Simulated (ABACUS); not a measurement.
**BiS under changes of volume**

One of the cells (32.071 Å³/atom); the others are scaled copies at fixed shape and fractional positions:

```
Bi S
1.0
     4.00294    0.00000    0.00000
     0.00000    4.00294    0.00000
     0.00000    0.00000    4.00294
Bi S
1 1
Direct
  0.50000 0.50000 0.50000
  0.00000 0.00000 0.00000
```

The cell was built by a generator and needn't be a form met in nature.

| Property | Result |
| --- | --- |
| Program | ABACUS 3.10.1 |
| Functional | PBE |
| Potentials or basis | PseudoDojo NC SR 0.4.1 PBE standard |
| Cutoff | 898 eV |
| Density cutoff | 3592 eV |
| Basis | plane waves |
| k mesh | 7 × 7 × 7 |
| Occupations | fermi-dirac, width 0.05 eV |
| Spin | no spin polarisation |

| volume (Å³/atom) | energy over the lowest point (meV/atom) | pressure (GPa) |
| --- | --- | --- |
| 30.146 | 0.00 | -10.2 |
| 30.788 | 41.46 | -10.5 |
| 31.429 | 83.95 | -10.8 |
| 32.071 | 127.28 | -10.9 |
| 32.712 | 171.28 | -11.1 |
| 33.354 | 215.79 | -11.2 |
| 33.995 | ? | ? |

Task: What does the run at 33.995 Å³/atom give?

Result: Energy over the lowest point 260.66 meV/atom; pressure -11.2 GPa.

Worked out: A Birch-Murnaghan fit of order 3 (a polynomial in V^(-2/3)) to the other rows has no minimum within the range. It gives 260.61 meV/atom at 33.995 Å³/atom, against the run's 260.66, and -dE/dV = -11.2 GPa, against -11.2.

Energies are extrapolated to zero smearing.
